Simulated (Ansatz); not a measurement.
Consider a ranking of structure types by relaxed energy of Re on several prototypes (Ansatz's Python interface).

The script, `prototypes_re.py`:
```python
"""Re on common prototypes, each relaxed."""

import warnings

import ansatz as az
import numpy as np

XC = "PBEsol"
CUTOFF = 460
K_SPACING = 0.16
OCCUPATIONS = "gaussian"
SMEARING_WIDTH = 0.1


def bcc(a_site, a):
    return (
        az.Lattice.bcc(a)
        .space_group(229)
        .atom(a_site, (0, 0, 0))
        .primitive()
    )


def diamond(first, a):
    return (
        az.Lattice.fcc(a)
        .space_group(227, origin_choice=1)
        .atom(first, (0, 0, 0))
        .primitive()
    )


def sc(a_site, a):
    return (
        az.Lattice.cubic(a)
        .space_group(221)
        .atom(a_site, (0, 0, 0))
    )


def fcc(a_site, a):
    return (
        az.Lattice.fcc(a)
        .space_group(225)
        .atom(a_site, (0, 0, 0))
        .primitive()
    )


def hcp(a_site, a):
    return (
        az.Lattice.from_parameters(a, a, 1.633 * a, alpha=90, beta=90, gamma=120)
        .space_group(194)
        .atom(a_site, (1 / 3, 2 / 3, 0.25))
    )


def compute(name, crystal):
    calc = crystal.calculation()
    calc = calc.functional(XC)
    calc = calc.basis(CUTOFF)
    calc = calc.kpoints(spacing=K_SPACING)
    calc = calc.occupations(OCCUPATIONS, width=SMEARING_WIDTH).stress()
    calc = calc.band_table()
    calc = calc.relax(force_tolerance=0.02, max_steps=60, cell=True)
    return calc.run()


def volume_per_atom(outcome):
    return abs(np.linalg.det(outcome.lattice.cell_ang)) / len(outcome.lattice.sites)


def pressure_gpa(outcome):
    return float(np.trace(outcome.report["stress_gpa"]) / 3)

# a is a first guess in angstrom
warnings.simplefilter("ignore", az.DeckWarning)

phases = {}
phases["bcc"] = bcc("Re", 3.09)
phases["diamond"] = diamond("Re", 5.35)
phases["sc"] = sc("Re", 2.53)
phases["fcc"] = fcc("Re", 3.89)
phases["hcp"] = hcp("Re", 2.75)

done = {name: compute(name, crystal) for name, crystal in phases.items()}

energy = {name: o.report["energy_sigma0_ev"] / len(o.lattice.sites) for name, o in done.items()}
lowest = min(energy.values())
rows = [(name, len(o.lattice.sites), 1000 * (energy[name] - lowest), volume_per_atom(o), pressure_gpa(o)) for name, o in done.items()]
rows.sort(key=lambda row: row[2])
print("     phase       atoms  dE (meV/atom)  V (A^3/atom)     P (GPa)")
for row in rows:
    print(f"{str(row[0]):>10}  {row[1]:10d}  {row[2]:13.1f}  {row[3]:12.3f}  {row[4]:10.2f}")
print("order:", " < ".join(row[0] for row in rows))
```

Which of these structures comes out lowest, and how far apart are they?

By space group at the end of each run: P6_3/mmc (+0 meV an atom, 14.6 Å³), Fm-3m (+70 meV an atom, 14.6 Å³), Im-3m (+333 meV an atom, 14.7 Å³), Pm-3m (+1475 meV an atom, 16.7 Å³) and Fd-3m (+1813 meV an atom, 21.9 Å³).

The run itself:

`python prototypes_re.py` gives:
```text
     phase       atoms  dE (meV/atom)  V (A^3/atom)     P (GPa)
       hcp           2            0.0        14.554        0.00
       fcc           1           70.1        14.608       -0.00
       bcc           1          333.2        14.684       -0.03
        sc           1         1475.2        16.674       -0.01
   diamond           2         1812.8        21.882        0.03
order: hcp < fcc < bcc < sc < diamond
```

Reading the output:
- Pressure is positive in compression.
- Spin-orbit coupling, which matters for elements this heavy, is left out.
- The cells are built on prototypes, so most aren't the phase found in nature. Rows bear the name of their start, and a relaxation keeps or raises the symmetry. Differences under about 40 meV an atom lie within the error of mesh and functional.
- The whole script took 81 s on 1 thread of Arm Neoverse V1 (shared host), peak memory 0.48 GiB.
